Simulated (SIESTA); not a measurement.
Input of a SIESTA 5.4.2 run:

Contents of FeAu.fdf:

```
SystemName                      FeAu
SystemLabel                     FeAu
NumberOfSpecies                 2
NumberOfAtoms                   2
%block ChemicalSpeciesLabel
  1  79 Au
  2  26 Fe
%endblock ChemicalSpeciesLabel
%include structure.fdf

%block kgrid.MonkhorstPack
    8   0   0  0.0
    0   8   0  0.0
    0   0   8  0.0
%endblock kgrid.MonkhorstPack
XC.Functional                   GGA
XC.Authors                      PBE
PAO.BasisSize                   DZP
PAO.EnergyShift                 0.003 Ry
Mesh.Cutoff                     800 Ry
Spin                            polarized
%block DM.InitSpin
    1   0.000
    2   3.000
%endblock DM.InitSpin
OccupationFunction              FD
ElectronicTemperature           0.05 eV
MaxSCFIterations                200
SCF.MustConverge                false
SCF.Mixer.Method                Pulay
SCF.Mixer.Weight                0.1
SCF.Mixer.History               10
SCF.DM.Tolerance                5.0e-05
SCF.H.Tolerance                 1.0e-03 eV
WriteForces                     true
Charge.Mulliken                 end
BandLinesScale                  ReciprocalLatticeVectors
%block BandLines
    1    0.000000   0.000000   0.000000  \Gamma
   12    0.500000   0.000000   0.000000  L
    8    0.500000   0.188838  -0.188838  B1
    1    0.811162   0.500000   0.188838  B
   13    0.500000   0.500000   0.500000  Z
    7    0.000000   0.000000   0.000000  \Gamma
   15    0.344419   0.000000  -0.344419  X
    1    0.655581   0.344419   0.000000  Q
    7    0.500000   0.500000   0.000000  F
    2    0.655581   0.655581   0.188838  P1
   11    0.500000   0.500000   0.500000  Z
    1    0.500000   0.000000   0.000000  L
    5    0.811162   0.344419   0.344419  P
%endblock BandLines
%block PAO.Basis
  Au 5
  n=5 0 2
    2.662 0.000
  n=6 0 2
    7.025 0.000
  n=5 1 2
    3.170 0.000
  n=6 1 1
    7.025
  n=5 2 2
    5.458 0.000
  Fe 5
  n=3 0 2
    2.625 0.000
  n=4 0 2
    7.565 0.000
  n=3 1 2
    2.937 0.000
  n=4 1 1
    7.565
  n=3 2 2
    4.859 0.000
%endblock PAO.Basis
```

The input structure.fdf:

```
LatticeConstant                 1.0 Ang
%block LatticeVectors
     1.4117478522     0.8150730025     4.4694532999
    -1.4117478522     0.8150730025     4.4694532999
     0.0000000000    -1.6301460050     4.4694532999
%endblock LatticeVectors
AtomicCoordinatesFormat         Fractional
%block AtomicCoordinatesAndAtomicSpecies
     0.0000000000     0.0000000000     0.0000000000  1  Au
     0.5000000000     0.5000000000     0.5000000000  2  Fe
%endblock AtomicCoordinatesAndAtomicSpecies
```

Potentials or basis: PseudoDojo 0.4 standard (PBE files), DZP (energy shift 0.003 Ry; two zetas on semicore shells).

Run with:

```sh
$ siesta FeAu.fdf > FeAu.out 2>&1
```

(1) What does it give for the net moment?

(2) Estimate the band gap on the k mesh.

(3) What does it give for the pressure?

Answers

(1) 3.02 μB per cell.

(2) none (metal or under the smearing width).

(3) 0.9 GPa.

Caveat: short orbitals over semicore shells can move pressures by several GPa; spin-orbit coupling is left out, which moves the levels of the heavy elements; the basis of atomic orbitals isn't converged, which shifts pressures, moduli and gaps.
